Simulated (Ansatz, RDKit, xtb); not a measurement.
**C4H6N2Si: ranking a sample of isomers**

Which of a sample of isomers of C4H6N2Si is the most stable in the gas at 298.15 K, and what are its properties? The sample is small against all isomers, and the most stable one of this formula need not be in it.

Plan: many cheap relaxations first (GFN2-xTB), then density-functional screening, relaxation at B3LYP-D3(BJ)/def2-SVP, vibrations (at GFN2-xTB) and a final energy. The numbers are computed, not measured.

## Step 1: Candidates

Isomers were taken from a list of plausible structures; this is a sample, not all of them. That gives 3 candidates.

```
label          SMILES     spin
 c347  [SiH3]c1cncnc1  singlet
 c391  [SiH3]c1ncccn1  singlet
 c572  [SiH3]c1ccncn1  singlet
```

Candidates are built by distance geometry, with a force field where one applies, in up to four conformers (letters a to d).

**Question.** With final energies at CCSD(T)/def2-SVP + MP2/def2-TZVPP - MP2/def2-SVP, which structure will this search put lowest in free energy, and by what margin?

| quantity | value |
| --- | --- |
| lowest structure found | [SiH3]c1cncnc1, singlet |
| next finalist | [SiH3]c1ccncn1, singlet, 1.9 kcal/mol higher in G |
| share at equilibrium, among the finalists | 95.3 % |

The search ends on `[SiH3]c1cncnc1`. The margin, 1.9 kcal/mol, is modest. GFN2-xTB, HF/STO-3G, r2SCAN-D4/def2-SVP, B3LYP-D3(BJ)/def2-SVP, HF/def2-SVP and MP2/def2-SVP already put its bonding pattern lowest among the structures in one piece. The search is not exhaustive (a finite list of starts, one conformer a finalist), so a lower isomer can't be ruled out. Only 3 drawn patterns were tried, so whole families of isomers are missing, and the result ranks this sample alone.
